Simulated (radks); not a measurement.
# Ionisation energy and size from Sc⁺ to Zn⁺

One table from this session's results is given with a row withheld; the runs are named, their logs left out.

Method: scalar-relativistic Kohn-Sham, r2SCAN, spin-polarised, spherical densities, finite nucleus; open shells are filled with parallel spins first. Code: radks (a radial shooting solver on a logarithmic mesh, Libxc functionals) version 1.

### Starting point

| Item | Value |
| --- | --- |
| species | Sc⁺, Ti⁺, V⁺, Cr⁺, Mn⁺, Fe⁺, Co⁺, Ni⁺, Cu⁺, Zn⁺ |
| runs | 20, each species and its next ion |

The first run:

The run's settings:

```text
Z 21
configuration [Ar] 3d1 4s1
relativity scalar-relativistic
functional r2scan,r2scan
spin polarised
nucleus finite rms 3.5459 fm
c 137.035999084
```

Steps of the session up to this table: Sc⁺, [Ar] 3d1 4s1; Sc²⁺, [Ar] 3d1; Ti⁺, [Ar] 3d2 4s1; Ti²⁺, [Ar] 3d2; V⁺, [Ar] 3d4; V²⁺, [Ar] 3d3; Cr⁺, [Ar] 3d5; Cr²⁺, [Ar] 3d4; Mn⁺, [Ar] 3d5 4s1; Mn²⁺, [Ar] 3d5; Fe⁺, [Ar] 3d6 4s1; Fe²⁺, [Ar] 3d6; Co⁺, [Ar] 3d8; Co²⁺, [Ar] 3d7; Ni⁺, [Ar] 3d9; Ni²⁺, [Ar] 3d8; Cu⁺, [Ar] 3d10; Cu²⁺, [Ar] 3d9; Zn⁺, [Ar] 3d10 4s1; Zn²⁺, [Ar] 3d10.

One table of the session follows, with a row left open; its other results are not shown here.

```
species  Δ-SCF (eV)  −ε(HOMO) (eV)  its <r> (bohr)
    Sc⁺      12.970         10.226            3.33
    Ti⁺      13.917         11.163            3.13
     V⁺      15.798          9.834            1.50
    Cr⁺           ?              ?               ?
    Mn⁺      16.156         12.895            2.73
    Fe⁺      16.709         12.432            2.64
    Co⁺      17.470         10.822            1.17
    Ni⁺      19.293         12.252            1.08
    Cu⁺      21.032         13.631            1.01
    Zn⁺      18.543         14.872            2.39
```

Q: Estimate the row for Cr⁺ from the others.

The run gave: Δ-SCF (eV): 17.376; −ε(HOMO) (eV): 10.999; its <r> (bohr): 1.37. In the column «Δ-SCF (eV)» it lies between Fe⁺ (16.709) and Co⁺ (17.470).

In words: Reference values: NIST Atomic Spectra Database (exp. measured, semi-emp. semi-empirical, theory a theoretical value adopted there). By these runs, which need not match the measured order, Cu⁺ holds its electron most tightly (21.032 eV) and Sc⁺ least (12.970 eV); the widest outer orbital is the 4s of Sc⁺. Against the measured or semi-empirical entries the Δ-SCF values err by +3.9 % on average (signed), at worst +8.0 % (V⁺). For Sc⁺, Fe⁺ the highest level isn't the widest one, so −ε(HOMO) and <r> belong to different orbitals, and Δ-SCF follows the ion's typed configuration. Open shells are spherical and high-spin; term and fine-structure splittings are not resolved.

**Measured values.**

From NIST Atomic Spectra Database: ionisation energy of Sc⁺ 12.7998 eV; ionisation energy of Ti⁺ 13.5755 ± 0.0025 eV; ionisation energy of V⁺ 14.634 ± 0.007 eV; ionisation energy of Cr⁺ 16.4863 eV; ionisation energy of Mn⁺ 15.64 eV; ionisation energy of Fe⁺ 16.1992 eV; ionisation energy of Co⁺ 17.0844 eV; ionisation energy of Ni⁺ 18.1688 eV.
